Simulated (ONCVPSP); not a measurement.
# Lutetium: generating and testing an ONCV potential

Do these settings give a usable potential? It is generated, then checked for transferability, scattering, ghosts and hardness.

Method: ONCVPSP 4.0.1.1 (patched build), LDA (Perdew-Wang 92), scalar-relativistic.

### Step 1. The design

Typed settings, in words:

```json
{
 "element": "lutetium (Lu, Z = 71)",
 "type": "optimised norm-conserving Vanderbilt (ONCV)",
 "frozen core": "[Kr] 4d10",
 "valence charge": "25",
 "reference configuration": "4f14 5s2 5p6 5d1 6s2",
 "partial waves": "5s+6s: rc 1.75 bohr, ncon 4, nbas 9, qcut 6.7 1/bohr, 3 projectors, debl 0.4 Ha; 5p: rc 1.30 bohr, ncon 3, nbas 7, qcut 7.1 1/bohr, 2 projectors, debl 3.2 Ha; 5d: rc 2.35 bohr, ncon 4, nbas 9, qcut 4.1 1/bohr, 2 projectors, debl 3.5 Ha; 4f: rc 0.80 bohr, ncon 5, nbas 10, qcut 25.6 1/bohr, 2 projectors, debl 0.5 Ha",
 "local potential": "polynomial inside 0.50 bohr (lpopt 1, dvloc0 -1 Ha)",
 "core correction": "not asked for"
}
```

### Step 2. The generation run

Lu.dat reads:

```
# ATOM AND REFERENCE CONFIGURATION
# atsym  z   nc   nv     iexc    psfile
  Lu 71.00    9    5  -001012      upf
#
#   n    l    f
    1    0    2.00
    2    0    2.00
    2    1    6.00
    3    0    2.00
    3    1    6.00
    3    2   10.00
    4    0    2.00
    4    1    6.00
    4    2   10.00
    4    3   14.00
    5    0    2.00
    5    1    6.00
    5    2    1.00
    6    0    2.00
#
# PSEUDOPOTENTIAL AND OPTIMIZATION
# lmax
    3
#
#   l,   rc,      ep,       ncon, nbas, qcut
    0    1.75    0.00    4    9    6.70
    1    1.30    0.00    3    7    7.10
    2    2.35    0.00    4    9    4.10
    3    0.80    0.00    5   10   25.60
#
# LOCAL POTENTIAL
# lloc, lpopt,  rc(5),   dvloc0
    4    1    0.50   -1.00
#
# VANDERBILT-KLEINMAN-BYLANDER PROJECTORs
# l, nproj, debl
    0    3    0.40
    1    2    3.20
    2    2    3.50
    3    2    0.50
#
# MODEL CORE CHARGE
# icmod, fcfact, rcfact
    0    0.00    0.00
#
# LOG DERIVATIVE ANALYSIS
# epsh1, epsh2, depsh
   -4.00    5.00    0.02
#
# OUTPUT GRID
# rlmax, drl
    6.00    0.01
#
# TEST CONFIGURATIONS
# ncnf
    4
# nvcnf
#   n    l    f
    5
    4    3   14.00
    5    0    2.00
    5    1    6.00
    5    2    1.00
    6    0    1.00
#
    5
    4    3   14.00
    5    0    2.00
    5    1    6.00
    5    2    1.00
    6    0    0.00
#
    5
    4    3   14.00
    5    0    2.00
    5    1    6.00
    5    2    0.00
    6    0    0.00
#
    5
    4    3   14.00
    5    0    1.00
    5    1    6.00
    5    2    1.00
    6    0    2.00
#
```

The run is started by

```bash
oncvpsp.x < Lu.dat > Lu.out
```

**Question.** What will these runs give? Wanted: cutoffs for 1 and 0.1 mHa per electron, occupied waves; bound ghosts; GHOST(+) flags; largest test error; largest phase difference near zero energy, channels read.

The runs gave:

```
                                                quantity                                                value
  cutoffs for 1 and 0.1 mHa per electron, occupied waves                                    248 Ha and 275 Ha
                                            bound ghosts    s at -935.67 eV, p at -380.72 eV, d at -142.58 eV
                                          GHOST(+) flags                                          s at 394 eV
                            largest test error (AE − PS)  -98 meV, for 4f14 5s1 5p6 5d1 6s2 (1 test unsolved)
largest phase difference near zero energy, channels read                                            0.002 rad
```

In words: A bound ghost (s, p, d) makes it unfit for use: electrons can fall into a state that the atom doesn't have. By total energies transferability is fair where solved: the largest error is 98 meV on 67.3 eV, for 4f14 5s1 5p6 5d1 6s2. That test lies far up in energy; among those under 40 eV, nearer to bonding, the largest error is 6.0 meV. Of the tests 1 gave no usable energy difference, which is a warning in itself. It counts as very hard, with 248 Ha needed at the looser tolerance. At the looser tolerance the 4f wave is the slowest; 5p needs 23 Ha. Near zero energy the phases of the channels with partial waves agree within 0.002 rad. The program also flags highly localised states, GHOST(+) (s).
